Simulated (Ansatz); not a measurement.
# ZnInC4N4: the cost of one run

Program: Ansatz 0.2.0. Level of theory: DFT PBE, scalar-relativistic, plane waves, PAW. These are calculated values, not measurements.

## (1) The starting structure

It takes space group P-43m (No. 215, cubic). The conventional cell has a = 5.980 Å, b = 5.980 Å, c = 5.980 Å, α = 90.00°, β = 90.00°, γ = 90.00°. Zn (site symmetry -43m) is surrounded by 4 N at 2.01 Å. Around In (site symmetry -43m) lie 4 C at 2.00 Å. Around C (site symmetry 3m) lie 1 N at 1.17 Å and 1 In at 2.00 Å. N (site symmetry 3m) has 1 C at 1.17 Å and 1 Zn at 2.01 Å in its first shell of neighbours.

Coordinates:

```
Zn In C N
1.0
     5.97962    0.00000    0.00000
     0.00000    5.97962    0.00000
     0.00000    0.00000    5.97962
Zn In C N
1 1 4 4
Direct
  0.50000 0.50000 0.50000
  0.00000 0.00000 0.00000
  0.19320 0.19320 0.19320
  0.19320 0.80680 0.80680
  0.80680 0.19320 0.80680
  0.80680 0.80680 0.19320
  0.30617 0.30617 0.30617
  0.30617 0.69383 0.69383
  0.69383 0.30617 0.69383
  0.69383 0.69383 0.30617
```

The cell is invented: two interpenetrating cyanide-bridged diamond nets (P-43m, No. 215). Its size is a rough estimate.

## (2) Probe: one point on a coarse mesh

input.yaml

```yaml
crystal:
  lattice:
    - [5.97961674, 0.0, 0.0]
    - [0.0, 5.97961674, 0.0]
    - [0.0, 0.0, 5.97961674]
  atoms:
    - { symbol: Zn, position: [0.5, 0.5, 0.5] }
    - { symbol: In, position: [0.0, 0.0, 0.0] }
    - { symbol: C, position: [0.19320266, 0.19320266, 0.19320266] }
    - { symbol: C, position: [0.19320266, 0.80679734, 0.80679734] }
    - { symbol: C, position: [0.80679734, 0.19320266, 0.80679734] }
    - { symbol: C, position: [0.80679734, 0.80679734, 0.19320266] }
    - { symbol: "N", position: [0.30616974, 0.30616974, 0.30616974] }
    - { symbol: "N", position: [0.30616974, 0.69383026, 0.69383026] }
    - { symbol: "N", position: [0.69383026, 0.30616974, 0.69383026] }
    - { symbol: "N", position: [0.69383026, 0.69383026, 0.30616974] }
basis:
  ecutwfc: 420
kpoints:
  mp_grid: { grid: [4, 4, 4] }
hamiltonian:
  xc: pbe
scf:
  occupations: { method: gaussian, width: 0.1 }
  lower_state_search: "off"
output:
  forces: true
  stress: true
  eigenvalues: true
```

Command:

```sh
> ansatz run input.yaml --threads 1 --pin off --max-ram 2560MiB --backend cpu --events-out ev --progress --plain --runs-dir out
```

**Question.** How long does this run take on 1 thread of Intel Xeon 6975P-C (Granite Rapids), shared host, and how much memory does it need?

About 4.6 s, with a peak of 0.45 GiB.
